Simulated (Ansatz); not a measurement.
Predict the output of the script below (Ansatz 0.2.0, Python API).

Script `run_torsion.py`:
```python
# -*- coding: utf-8 -*-
"""Rigid torsion scan of H6OSiSn."""

import ansatz
from ase import Atoms

atoms = Atoms(["O", "Sn", "Si", "H", "H", "H", "H", "H", "H"], positions=[
    (-2.0053, 0.3212, -0.883),
    (-0.1319, 0.7027, -0.5782),
    (0.7433, -1.0268, 0.9888),
    (-2.2574, 1.0935, -1.5228),
    (0.7396, 0.6116, -2.114),
    (0.0757, 2.3125, 0.1224),
    (2.2323, -0.775, 1.2429),
    (0.6412, -2.3473, 0.4069),
    (0.051, -0.9386, 2.3198),
])

# start the scan from a relaxed geometry
first = (
    ansatz.Crystal.molecule_from_ase(atoms).calculation()
    .basis(gaussian="def2-SVP")
    .functional("PBE0")
    .relax(force_tolerance=0.02, max_steps=80)
)
atoms.positions = first.run(threads=1).report["positions_ang"]

start = atoms.get_dihedral(0, 1, 2, 6)
energies = {}
for turn in range(0, 121, 15):
    turned = atoms.copy()
    turned.set_dihedral(0, 1, 2, 6, start + turn, indices=[2, 6, 7, 8])
    model = ansatz.Crystal.molecule_from_ase(turned).calculation().basis(gaussian="def2-SVP").functional("PBE0")
    energies[round((start + turn) % 360)] = model.run(threads=1).report["free_energy_ev"]
floor = min(energies.values())
print("dihedral O0-Sn1-Si2-H6 (deg)   E - E(min) (kJ/mol)")
for angle, e in sorted(energies.items()):
    print(f"{angle:8d} {96.485332 * (e - floor):14.3f}  " + "#" * int(30 * (e - floor) / max(max(energies.values()) - floor, 1e-9)))
```

```console
$ python run_torsion.py
dihedral O0-Sn1-Si2-H6 (deg)   E - E(min) (kJ/mol)
     180          0.000
     195          0.293  ####
     210          1.021  ##############
     225          1.767  #########################
     240          2.100  ##############################
     255          1.829  ##########################
     270          1.127  ################
     285          0.413  #####
     300          0.102  #
```

Reading the output:
- The scan is rigid and the energies are electronic, in a modest basis. With rigid groups the curve can differ much from the relaxed path, the start wasn't checked as a minimum of this torsion, and equivalent turns needn't return to the same energy.
- def2 sets replace the cores of elements past krypton by effective core potentials.
- It ran for 54 s on 1 thread of Arm Neoverse V1 (shared host), peak memory 0.26 GiB.
